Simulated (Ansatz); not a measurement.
# H7NOSi2: the cost of one run

Computed with Ansatz 0.2.0, Gaussian basis. Level: PBE0-D4/def2-TZVP structures, single points in def2-TZVPP, no counterpoise correction.

Levels: SPW92, PBE-D4, BLYP-D4, r2SCAN-D4, B97M-V, PBE0-D4, B3LYP-D4, r2SCAN0-D4, BHLYP-D4, CAM-B3LYP-D4, wB97X-V, wB97M-V, B2PLYP, PBE-QIDH, RPA on PBE, Hartree-Fock, MP2, CCSD, CCSD(T).

Correlated methods freeze the cores. B3LYP uses VWN-RPA correlation. B2PLYP carries no dispersion term here.

113 further runs of the same task are left out: 113 set aside as unsound or not needed.

## (1) Starting geometry

The complex: 15 atoms, charge 0, spin multiplicity 1.

Atoms are counted from 1 here; the program's logs count them from 0.

Bond lengths: Si1–O3 1.616 Å, Si1–H5 1.482 Å, Si1–H6 1.482 Å, Si1–N8 1.751 Å, H2–H9 0.748 Å, O3–Si4 1.647 Å, Si4–H11 1.486 Å, Si4–H12 1.480 Å, Si4–H13 1.482 Å, H7–F10 0.963 Å, N8–H14 1.012 Å, N8–H15 1.012 Å. Angles: O3–Si1–H5 107.1°, O3–Si1–H6 112.2°, O3–Si1–N8 109.5°, H5–Si1–H6 111.6°, H5–Si1–N8 111.2°, H6–Si1–N8 105.3°, Si1–O3–Si4 148.9°, O3–Si4–H11 106.8°, O3–Si4–H12 109.7°, O3–Si4–H13 110.5°, H11–Si4–H12 109.3°, H11–Si4–H13 109.2°, H12–Si4–H13 111.3°, Si1–N8–H14 115.1°, Si1–N8–H15 116.7°, H14–N8–H15 108.8°.

Coordinates:

```
Si    1.2639    0.4869    0.7160
H    -0.3257    1.3613   -2.8399
O     0.7342   -1.0393    0.7611
Si   -0.0992   -2.2648    0.0418
H     2.2228    0.6483    1.8340
H     1.8829    0.8268   -0.5870
H    -1.3568    0.7866    0.1592
N    -0.0931    1.5815    0.8811
H    -0.8376    1.0504   -2.3920
F    -2.0237    0.2601   -0.2929
H     0.7309   -3.4888    0.1847
H    -1.3899   -2.4657    0.7367
H    -0.3027   -1.9802   -1.3986
H    -0.0058    2.4520    0.3721
H    -0.4003    1.7848    1.8237
```

Its parts: H₇NOSi₂ holds atoms 1, 3, 4, 5, 6, 8, 11, 12, 13, 14, 15; H₂ holds atoms 2, 9; HF holds atoms 7, 10. Each part counts its atoms afresh in its own runs.

## (2) Relaxing H₇NOSi₂ alone

File relax-a/in.yaml:

```yaml
crystal:
  periodic: [false, false, false]
  atoms:
    - {symbol: Si, position_ang: [1.263907, 0.486875, 0.716014]}
    - {symbol: O, position_ang: [0.734232, -1.039350, 0.761084]}
    - {symbol: Si, position_ang: [-0.099152, -2.264756, 0.041806]}
    - {symbol: H, position_ang: [2.222791, 0.648287, 1.834040]}
    - {symbol: H, position_ang: [1.882905, 0.826830, -0.587044]}
    - {symbol: N, position_ang: [-0.093055, 1.581465, 0.881074]}
    - {symbol: H, position_ang: [0.730906, -3.488841, 0.184739]}
    - {symbol: H, position_ang: [-1.389874, -2.465686, 0.736678]}
    - {symbol: H, position_ang: [-0.302703, -1.980220, -1.398623]}
    - {symbol: H, position_ang: [-0.005837, 2.452047, 0.372109]}
    - {symbol: H, position_ang: [-0.400268, 1.784816, 1.823735]}
basis:
  gaussian: {orbitals: def2-TZVP}
hamiltonian: {xc: pbe0, dispersion: d4}
relax: {f_tol: 0.005, max_steps: 200}
```

Started as:

```sh
$ ansatz run in.yaml --threads 8 --pin off --events-out ev --progress --plain --max-ram 19148MiB
```

**Question.** How long does this run take on 8 threads of Intel Xeon at 2.70GHz, shared host?

About 59 s.
